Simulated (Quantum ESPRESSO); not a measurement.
# NbSi (Fm-3m) in Quantum ESPRESSO: further runs, part 2 of 3

Quantum ESPRESSO 7.5.

### Step 3. Phonons, BLYP

The input, pw.in:

```
&CONTROL
  calculation = 'scf'
  prefix = 'pwscf'
  outdir = './tmp'
  pseudo_dir = './pseudo'
  tprnfor = .true.
  tstress = .true.
  disk_io = 'low'
/
&SYSTEM
  ibrav = 0
  nat = 2
  ntyp = 2
  ecutwfc = 45
  ecutrho = 360
  nbnd = 15
  input_dft = 'blyp'
  occupations = 'smearing'
  smearing = 'mv'
  degauss = 0.01469973
/
&ELECTRONS
  conv_thr = 4d-10
  electron_maxstep = 120
  mixing_beta = 0.5
/
ATOMIC_SPECIES
Nb    92.9064 nb_pbe_v1.uspp.F.UPF
Si    28.0850 si_pbe_v1.uspp.F.UPF
CELL_PARAMETERS angstrom
   0.0000000000    2.5738300000    2.5738300000
   2.5738300000    0.0000000000    2.5738300000
   2.5738300000    2.5738300000    0.0000000000
ATOMIC_POSITIONS angstrom
Nb     0.0000000000    0.0000000000    0.0000000000
Si     2.5738300000    2.5738300000    2.5738300000
K_POINTS automatic
9 9 9 0 0 0
```

The input, relax.in:

```
&CONTROL
  calculation = 'vc-relax'
  prefix = 'pwscf'
  outdir = './tmp'
  pseudo_dir = './pseudo'
  tprnfor = .true.
  tstress = .true.
  disk_io = 'low'
  nstep = 40
  forc_conv_thr = 0.0001
  etot_conv_thr = 1d-06
/
&SYSTEM
  ibrav = 0
  nat = 2
  ntyp = 2
  ecutwfc = 45
  ecutrho = 360
  nbnd = 15
  input_dft = 'blyp'
  occupations = 'smearing'
  smearing = 'mv'
  degauss = 0.01469973
/
&ELECTRONS
  conv_thr = 4d-10
  electron_maxstep = 120
  mixing_beta = 0.5
/
&IONS
  ion_dynamics = 'bfgs'
/
&CELL
  cell_dynamics = 'bfgs'
  press = 0
  press_conv_thr = 0.2
/
ATOMIC_SPECIES
Nb    92.9064 nb_pbe_v1.uspp.F.UPF
Si    28.0850 si_pbe_v1.uspp.F.UPF
CELL_PARAMETERS angstrom
   0.0000000000    2.5738300000    2.5738300000
   2.5738300000    0.0000000000    2.5738300000
   2.5738300000    2.5738300000    0.0000000000
ATOMIC_POSITIONS angstrom
Nb     0.0000000000    0.0000000000    0.0000000000
Si     2.5738300000    2.5738300000    2.5738300000
K_POINTS automatic
9 9 9 0 0 0
```

The input, scf2.in:

```
&CONTROL
  calculation = 'scf'
  prefix = 'pwscf'
  outdir = './tmp'
  pseudo_dir = './pseudo'
  tprnfor = .true.
  tstress = .true.
  disk_io = 'low'
/
&SYSTEM
  ibrav = 0
  nat = 2
  ntyp = 2
  ecutwfc = 45
  ecutrho = 360
  nbnd = 15
  input_dft = 'blyp'
  occupations = 'smearing'
  smearing = 'mv'
  degauss = 0.01469973
/
&ELECTRONS
  conv_thr = 1d-13
  electron_maxstep = 120
  mixing_beta = 0.5
  startingpot = 'file'
  startingwfc = 'file'
/
ATOMIC_SPECIES
Nb    92.9064 nb_pbe_v1.uspp.F.UPF
Si    28.0850 si_pbe_v1.uspp.F.UPF
CELL_PARAMETERS angstrom
   0.0000000000    2.6136406160    2.6136406160
   2.6136406160    0.0000000000    2.6136406160
   2.6136406160    2.6136406160    0.0000000000
ATOMIC_POSITIONS angstrom
Nb     0.0000000000    0.0000000000    0.0000000000
Si     2.6136406160    2.6136406160    2.6136406160
K_POINTS automatic
9 9 9 0 0 0
```

The input, ph.in:

```
phonons of NbSi
&INPUTPH
  prefix = 'pwscf'
  outdir = './tmp'
  tr2_ph = 1d-18
  fildyn = 'dyn'
  niter_ph = 90
  alpha_mix(1) = 0.4
/
0.0000000000 0.0000000000 0.0000000000
```

The input, dynmat.in:

```
&INPUT
  fildyn = 'dyn'
  asr = 'crystal'
  filout = 'dynmat.disp'
  fileig = 'dynmat.eig'
/
```

Potentials or basis: GBRV 1.5 PBE.

The run is started by

```console
$ OMP_NUM_THREADS=1 pw.x -in pw.in > pw.out
$ OMP_NUM_THREADS=1 pw.x -in relax.in > relax.out
$ OMP_NUM_THREADS=1 pw.x -in scf2.in > scf2.out
$ OMP_NUM_THREADS=1 ph.x -in ph.in > ph.out
$ OMP_NUM_THREADS=1 dynmat.x -in dynmat.in > dynmat.out
```

pw.out:

```text
This program is part of the open-source Quantum ESPRESSO suite
     for quantum simulation of materials; please cite
         "P. Giannozzi et al., J. Phys.:Condens. Matter 21 395502 (2009);
         "P. Giannozzi et al., J. Phys.:Condens. Matter 29 465901 (2017);
         "P. Giannozzi et al., J. Chem. Phys. 152 154105 (2020);
     in publications or presentations arising from this work. More details at

     IMPORTANT: XC functional enforced from input :
     Exchange-correlation= BLYP
                           (   1   3   1   3   0   0   0)
     Any further DFT definition will be discarded
     Please, verify this is what you really want

     Message from routine setup:
     using ibrav=0 with symmetry is DISCOURAGED, use correct ibrav instead

     G-vector sticks info
     --------------------
     sticks:   dense  smooth     PW     G-vecs:    dense   smooth      PW
     Sum        1159     583    187                26469     9377    1639

     Using Slab Decomposition

[... 334 lines left out ...]
          k = 0.0000-0.3143 0.4714 (  1172 PWs)   bands (ev):

   -40.7241 -16.9485 -16.8944 -16.8392   6.6489  10.0551  11.3032  11.7863
    15.0722  16.0141  16.9297  17.6184  20.3778  22.5236  23.9089

          k =-0.0786-0.5500 0.7071 (  1168 PWs)   bands (ev):
[... 11 lines left out ...]
   -40.7213 -16.9390 -16.9137 -16.8691   6.6722  10.7888  11.1872  11.7297
    15.6946  15.9646  16.7422  16.7887  18.4299  24.0811  25.3104

     the Fermi energy is    14.5332 ev

!    total energy              =    -127.23462478 Ry
     estimated scf accuracy    <          9.1E-11 Ry
     smearing contrib. (-TS)   =       0.00024516 Ry
     internal energy E=F+TS    =    -127.23486994 Ry

     The total energy is F=E-TS. E is the sum of the following terms:
     one-electron contribution =     -27.01910566 Ry
     hartree contribution      =      21.14621619 Ry
     xc contribution           =     -22.51693920 Ry
     ewald contribution        =     -98.84504128 Ry

     convergence has been achieved in   9 iterations

     Forces acting on atoms (cartesian axes, Ry/au):

     atom    1 type  1   force =    -0.00000000   -0.00000000    0.00000000
     atom    2 type  2   force =     0.00000000    0.00000000   -0.00000000

     Total force =     0.000000     Total SCF correction =     0.000000

     Computing stress (Cartesian axis) and pressure

          total   stress  (Ry/bohr**3)                   (kbar)     P=       66.74
   0.00045370   0.00000000   0.00000000           66.74        0.00        0.00
   0.00000000   0.00045370   0.00000000            0.00       66.74        0.00
   0.00000000   0.00000000   0.00045370            0.00        0.00       66.74

=------------------------------------------------------------------------------=
   JOB DONE.
=------------------------------------------------------------------------------=
```

Run time: 5.1 min. Hardware: 1 thread of Intel Xeon Platinum 8259CL at 2.50GHz (Skylake/Cascade Lake), shared host; peak memory 0.15 GiB.

Results:

| Item | Value |
| --- | --- |
| Free energy | -1731.1486 eV |
| Relaxed volume | 17.85 Å³/atom |
| Relaxed cell | a = 3.696 Å, b = 3.696 Å, c = 3.696 Å, α = 60.00°, β = 60.00°, γ = 60.00° |
| Space group after relaxing (to 0.05 Å) | Fm-3m (No. 225) |
| Pressure after relaxing | 0.0 GPa |
| Band gap on the k mesh | none (metal or under the smearing width) |
| Highest phonon frequency at Γ | 326 cm⁻¹ |

Step by step:
| step | energy change (eV) | largest force (eV/Å) | pressure (GPa) | volume (Å³) |
| --- | --- | --- | --- | --- |
| 1 | 0.0000 | 0.0000 | 6.67 | 34.10 |
| 2 | -0.0300 | 0.0000 | 1.65 | 35.27 |
| 3 | -0.0322 | 0.0000 | 0.11 | 35.68 |
| 4 | -0.0322 | 0.0000 | 0.00 | 35.71 |

Final structure:
```
CELL_PARAMETERS angstrom
0.00000 2.61364 2.61364
2.61364 0.00000 2.61364
2.61364 2.61364 0.00000
ATOMIC_POSITIONS crystal
Nb 0.00000 0.00000 0.00000
Si 0.50000 0.50000 0.50000
```

Phonon frequencies in cm⁻¹ (negative: imaginary):
| q point | frequencies |
| --- | --- |
| (0.000, 0.000, 0.000) | 19 19 19 326 326 326 |

Optical modes at Γ, degenerate ones joined:
| cm⁻¹ | components | symmetry | active in |
| --- | --- | --- | --- |
| 327 | 3 | T1u | IR |

Caveat: the potentials were made for another functional, which shifts forces and pressure.

### Step 4. Phonons, revPBE

Changes to pw.in since step 3:

```diff
@@ -16,3 +16,3 @@
   nbnd = 15
-  input_dft = 'blyp'
+  input_dft = 'revpbe'
   occupations = 'smearing'
```

Changes to relax.in since step 3:

```diff
@@ -19,3 +19,3 @@
   nbnd = 15
-  input_dft = 'blyp'
+  input_dft = 'revpbe'
   occupations = 'smearing'
```

Changes to scf2.in since step 3:

```diff
@@ -16,3 +16,3 @@
   nbnd = 15
-  input_dft = 'blyp'
+  input_dft = 'revpbe'
   occupations = 'smearing'
@@ -32,8 +32,8 @@
 CELL_PARAMETERS angstrom
-   0.0000000000    2.6136406160    2.6136406160
-   2.6136406160    0.0000000000    2.6136406160
-   2.6136406160    2.6136406160    0.0000000000
+   0.0000000000    2.5787837457    2.5787837457
+   2.5787837457    0.0000000000    2.5787837457
+   2.5787837457    2.5787837457    0.0000000000
 ATOMIC_POSITIONS angstrom
 Nb     0.0000000000    0.0000000000    0.0000000000
-Si     2.6136406160    2.6136406160    2.6136406160
+Si     2.5787837457    2.5787837457    2.5787837457
 K_POINTS automatic
```

ph.in is that of step 3.

dynmat.in is that of step 3.

Potentials or basis: GBRV 1.5 PBE.

The run is started by

```console
$ OMP_NUM_THREADS=1 pw.x -in pw.in > pw.out
$ OMP_NUM_THREADS=1 pw.x -in relax.in > relax.out
$ OMP_NUM_THREADS=1 pw.x -in scf2.in > scf2.out
$ OMP_NUM_THREADS=1 ph.x -in ph.in > ph.out
$ OMP_NUM_THREADS=1 dynmat.x -in dynmat.in > dynmat.out
```

pw.out:

```text
This program is part of the open-source Quantum ESPRESSO suite
     for quantum simulation of materials; please cite
         "P. Giannozzi et al., J. Phys.:Condens. Matter 21 395502 (2009);
         "P. Giannozzi et al., J. Phys.:Condens. Matter 29 465901 (2017);
         "P. Giannozzi et al., J. Chem. Phys. 152 154105 (2020);
     in publications or presentations arising from this work. More details at

     IMPORTANT: XC functional enforced from input :
     Exchange-correlation= REVPBE
                           (   1   4   4   4   0   0   0)
     Any further DFT definition will be discarded
     Please, verify this is what you really want

     Message from routine setup:
     using ibrav=0 with symmetry is DISCOURAGED, use correct ibrav instead

     G-vector sticks info
     --------------------
     sticks:   dense  smooth     PW     G-vecs:    dense   smooth      PW
     Sum        1159     583    187                26469     9377    1639

     Using Slab Decomposition
[... 334 lines left out ...]

          k = 0.0000-0.3143 0.4714 (  1172 PWs)   bands (ev):

   -41.2508 -17.4343 -17.3801 -17.3246   6.1908   9.5062  10.7084  11.3351
    14.6167  15.5900  16.4664  17.1990  19.8768  21.9290  23.2793

          k =-0.0786-0.5500 0.7071 (  1168 PWs)   bands (ev):
[... 11 lines left out ...]
   -41.2480 -17.4250 -17.3995 -17.3545   6.2511  10.1973  10.5792  11.2418
    15.2363  15.5104  16.3234  16.3334  18.0116  23.4895  23.9931

     the Fermi energy is    14.0565 ev

!    total energy              =    -127.59046026 Ry
     estimated scf accuracy    <          5.7E-11 Ry
     smearing contrib. (-TS)   =       0.00032414 Ry
     internal energy E=F+TS    =    -127.59078440 Ry

     The total energy is F=E-TS. E is the sum of the following terms:
     one-electron contribution =     -26.91174057 Ry
     hartree contribution      =      21.00533518 Ry
     xc contribution           =     -22.83933774 Ry
     ewald contribution        =     -98.84504128 Ry

     convergence has been achieved in   9 iterations

     Forces acting on atoms (cartesian axes, Ry/au):

     atom    1 type  1   force =     0.00000000    0.00000000    0.00000000
     atom    2 type  2   force =    -0.00000000    0.00000000    0.00000000

     Total force =     0.000000     Total SCF correction =     0.000000

     Computing stress (Cartesian axis) and pressure

          total   stress  (Ry/bohr**3)                   (kbar)     P=        8.60
   0.00005848  -0.00000000  -0.00000000            8.60       -0.00       -0.00
  -0.00000000   0.00005848  -0.00000000           -0.00        8.60       -0.00
  -0.00000000  -0.00000000   0.00005848           -0.00       -0.00        8.60

=------------------------------------------------------------------------------=
   JOB DONE.
=------------------------------------------------------------------------------=
```

scf2.out:

```text
This program is part of the open-source Quantum ESPRESSO suite
     for quantum simulation of materials; please cite
         "P. Giannozzi et al., J. Phys.:Condens. Matter 21 395502 (2009);
         "P. Giannozzi et al., J. Phys.:Condens. Matter 29 465901 (2017);
         "P. Giannozzi et al., J. Chem. Phys. 152 154105 (2020);
[... 361 lines left out ...]
  -0.00000000  -0.00000008  -0.00000000           -0.00       -0.01       -0.00
  -0.00000000  -0.00000000  -0.00000008           -0.00       -0.00       -0.01

=------------------------------------------------------------------------------=
   JOB DONE.
=------------------------------------------------------------------------------=
```

It took 4.7 min on 1 thread of Intel Xeon Platinum 8259CL at 2.50GHz (Skylake/Cascade Lake), shared host; peak memory 0.14 GiB.

What came out:

- Free energy: -1735.9574 eV
- Relaxed volume: 17.15 Å³/atom
- Relaxed cell: a = 3.647 Å, b = 3.647 Å, c = 3.647 Å, α = 60.00°, β = 60.00°, γ = 60.00°
- Space group after relaxing (to 0.05 Å): Fm-3m (No. 225)
- Pressure after relaxing: 0.0 GPa
- Band gap on the k mesh: none (metal or under the smearing width)
- Highest phonon frequency at Γ: 358 cm⁻¹

Step by step:
```csv
step,energy change (eV),largest force (eV/Å),pressure (GPa),volume (Å³)
1,0.0000,0.0000,0.86,34.10
2,-0.0005,0.0000,0.21,34.25
3,-0.0005,0.0000,0.00,34.30
4,-0.0005,0.0000,0.00,34.30
```

Final structure:
```cif
data_structure
_symmetry_space_group_name_H-M 'P 1'
_symmetry_Int_Tables_number 1
_cell_length_a 3.6470
_cell_length_b 3.6470
_cell_length_c 3.6470
_cell_angle_alpha 60.000
_cell_angle_beta 60.000
_cell_angle_gamma 60.000
_cell_volume 34.30
loop_
_atom_site_label
_atom_site_type_symbol
_atom_site_fract_x
_atom_site_fract_y
_atom_site_fract_z
_atom_site_occupancy
Nb1 Nb 0.00000 0.00000 0.00000 1
Si1 Si 0.50000 0.50000 0.50000 1
```

Levels at points of the mesh, in eV from the Fermi level:
| k point | band 7 | band 8 | band 9 | band 10 | band 11 | band 12 |
| --- | --- | --- | --- | --- | --- | --- |
| (0.00, 0.00, 0.00) | -1.20 | -1.20 | -0.69 | -0.69 | 2.40 | 2.40 |

Phonon frequencies in cm⁻¹ (negative: imaginary):
| q point | frequencies |
| --- | --- |
| (0.000, 0.000, 0.000) | 2 2 2 358 358 358 |

Optical modes at Γ, degenerate ones joined:
```tsv
cm⁻¹	components	symmetry	active in
358	3	T1u	IR
```

Caveat: the potentials were made for another functional, which shifts forces and pressure.

[end of part 2 of 3]
